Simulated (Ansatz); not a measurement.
# CH₆GeOSi: one species, many methods

How much do the methods differ for CH₆GeOSi? The plan is to run it at one geometry with functionals of several rungs and with coupled cluster. The yardstick is the atomisation energy at the CCSD(T) limit.

Program: Ansatz 0.2.0, Gaussian basis. Level of theory: functionals in def2-TZVPP, the program's frozen cores in correlated methods. These are calculated values, not measurements.

Levels to be run: PBE-D4, r2SCAN-D4, PBE0-D4, B3LYP-D4, ωB97X-V, ωB97M-V, B2PLYP; CCSD(T)/def2-TZVPP; MP2/def2-QZVPP; extrapolation to the limit.

## 1. The geometry

An earlier PBE0-D4 in a triple-zeta def2 set relaxation fixed the geometry.

SMILES `O=[CH][GeH2][SiH3]`, 10 atoms, charge 0, spin multiplicity 1.

Atoms are counted from 1 here; the program's logs count them from 0.

Bond lengths: O1–C2 1.198 Å, C2–Ge3 2.009 Å, C2–H5 1.116 Å, Ge3–Si4 2.382 Å, Ge3–H6 1.541 Å, Ge3–H7 1.535 Å, Si4–H8 1.485 Å, Si4–H9 1.486 Å, Si4–H10 1.487 Å. Angles: O1–C2–Ge3 122.9°, O1–C2–H5 120.1°, Ge3–C2–H5 117.0°, C2–Ge3–Si4 108.8°, C2–Ge3–H6 107.9°, C2–Ge3–H7 108.1°, Si4–Ge3–H6 110.1°, Si4–Ge3–H7 111.8°, H6–Ge3–H7 110.1°, Ge3–Si4–H8 109.5°, Ge3–Si4–H9 110.2°, Ge3–Si4–H10 109.3°, H8–Si4–H9 109.5°, H8–Si4–H10 109.2°, H9–Si4–H10 109.1°.

## 2. PBE-D4 (GGA)

File in.yaml:

```yaml
crystal:
  periodic: [false, false, false]
  atoms:
    - {symbol: O, position_ang: [-0.426367, -0.122567, -2.735441]}
    - {symbol: C, position_ang: [-0.790237, 0.426041, -1.734048]}
    - {symbol: Ge, position_ang: [0.438223, 0.807030, -0.190985]}
    - {symbol: Si, position_ang: [0.247448, -0.960668, 1.394828]}
    - {symbol: H, position_ang: [-1.858019, 0.729255, -1.618801]}
    - {symbol: H, position_ang: [0.000387, 2.140543, 0.445511]}
    - {symbol: H, position_ang: [1.867236, 0.928686, -0.738797]}
    - {symbol: H, position_ang: [0.683708, -2.236341, 0.771722]}
    - {symbol: H, position_ang: [1.091255, -0.677002, 2.584825]}
    - {symbol: H, position_ang: [-1.170433, -1.086077, 1.824087]}
basis:
  gaussian: {orbitals: def2-TZVPP}
hamiltonian: {xc: pbe, dispersion: d4}
output: {forces: true, orbitals: {seedname: orbitals}}
```

Started as:

```sh
> ansatz run in.yaml --threads 4 --pin off --events-out ev --progress --plain --max-ram 10444MiB
```

The runs that follow: r2SCAN-D4 (meta-GGA); PBE0-D4 (hybrid); B3LYP-D4 (hybrid); ωB97X-V (range-separated); ωB97M-V (range-separated); B2PLYP (double hybrid); CCSD(T) in def2-TZVPP; MP2 in def2-QZVPP.

Before running them: what should the planned runs give, taken together? Wanted: atomisation energy, CCSD(T)/CBS; farthest; mean size of error, hybrid; mean size of error, range-separated; gap, smallest and largest; T1 diagnostic; triples share of the correlation energy.

As calculated:

| quantity | value |
| --- | --- |
| atomisation energy, CCSD(T)/CBS | 768.1 kcal/mol |
| functionals within 7.7 kcal/mol (1.0 %) | PBE-D4, r2SCAN-D4, PBE0-D4, B3LYP-D4, ωB97X-V, ωB97M-V |
| farthest | B2PLYP (-11.7 kcal/mol) |
| mean size of error, hybrid | 5.5 kcal/mol |
| mean size of error, range-separated | 3.6 kcal/mol |
| gap, smallest and largest | 2.94 eV (PBE-D4), 10.04 eV (ωB97X-V) |
| T1 diagnostic | 0.0145 |
| triples share of the correlation energy | 3.8 % |

PBE-D4 misses by +6.6 kcal/mol. Double hybrids carry the basis error of their MP2 part in triple zeta, and no dispersion term here, so their miss is partly the set-up's. The reference freezes the cores and leaves out relativity and excitations past (T), and its outer-core shells are covered unevenly, so misses under about 7.7 kcal/mol can't be ranked. Hartree-Fock recovers 71 % of the binding; the rest is correlation. Orbital gaps span 2.9 to 10.0 eV; exact exchange widens them. Correlated methods include outer-core shells of Ge, which these sets cover unevenly.
